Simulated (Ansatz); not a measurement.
# ClH5NSi2 radical: small, medium and large basis sets

An exercise on one series of results from a longer session: the logs are not shown, and one member is left open.

Method: one geometry, several basis sets; program: Ansatz 0.2.0, Gaussian basis.

Levels to be run: PBE0-D4/def2-SVP; ωB97M-V/def2-SVP; PBE0-D4/def2-QZVPP; ωB97M-V/def2-QZVPP; the functionals' def2-TZVPP values are taken from earlier runs.

### Structure used throughout

All runs share one geometry, relaxed beforehand with PBE0-D4 in a triple-zeta def2 set.

SMILES `N[Si]([SiH3])Cl`, 9 atoms, charge 0, spin multiplicity 2.

Atoms are counted from 1 here; the program's logs count them from 0.

Bond lengths: N1–Si2 1.719 Å, N1–H5 1.008 Å, N1–H6 1.008 Å, Si2–Si3 2.355 Å, Si2–Cl4 2.075 Å, Si3–H7 1.489 Å, Si3–H8 1.486 Å, Si3–H9 1.490 Å. Angles: Si2–N1–H5 120.3°, Si2–N1–H6 120.2°, H5–N1–H6 111.9°, N1–Si2–Si3 110.1°, N1–Si2–Cl4 104.8°, Si3–Si2–Cl4 109.6°, Si2–Si3–H7 113.2°, Si2–Si3–H8 108.5°, Si2–Si3–H9 107.6°, H7–Si3–H8 109.6°, H7–Si3–H9 109.0°, H8–Si3–H9 108.8°.

The first run:

File in.yaml:

```yaml
crystal:
  periodic: [false, false, false]
  atoms:
    - {symbol: N, position_ang: [-0.942202, 1.392529, 0.660835]}
    - {symbol: Si, position_ang: [-0.346916, -0.195119, 0.944602]}
    - {symbol: Si, position_ang: [0.593094, -1.070551, -1.029418]}
    - {symbol: Cl, position_ang: [1.134880, 0.041608, 2.377659]}
    - {symbol: H, position_ang: [-0.972607, 2.066667, 1.410200]}
    - {symbol: H, position_ang: [-1.676124, 1.546358, -0.013191]}
    - {symbol: H, position_ang: [1.754944, -0.282491, -1.524999]}
    - {symbol: H, position_ang: [1.013880, -2.471714, -0.770469]}
    - {symbol: H, position_ang: [-0.470448, -1.073687, -2.072320]}
basis:
  gaussian: {orbitals: def2-SVP}
magnetization: {spin_polarized: true, initial_magnetization: 1}
hamiltonian: {xc: pbe0, dispersion: d4}
output: {orbitals: {seedname: orbitals}}
```

Among the steps run: PBE0-D4 in def2-SVP; ωB97M-V in def2-SVP; PBE0-D4 in def2-QZVPP; ωB97M-V in def2-QZVPP.

One of the session's tables, all rows but one given; the rest of the session is left out.

It belongs to the step «Functionals by basis». 

| functional | basis | HOMO (eV) | LUMO (eV) |
| --- | --- | --- | --- |
| PBE0-D4 | def2-SVP | -5.29 | -2.13 |
| PBE0-D4 | def2-TZVPP | ? | ? |
| PBE0-D4 | def2-QZVPP | -5.49 | -2.28 |
| ωB97M-V | def2-SVP | -6.98 | -0.45 |
| ωB97M-V | def2-TZVPP | -7.16 | -0.62 |
| ωB97M-V | def2-QZVPP | -7.21 | -0.74 |

Q: Estimate the row for PBE0-D4, def2-TZVPP from the others.

**Answer.** HOMO (eV): -5.44; LUMO (eV): -2.21. In the column «HOMO (eV)» it lies between PBE0-D4, def2-QZVPP (-5.49) and PBE0-D4, def2-SVP (-5.29).
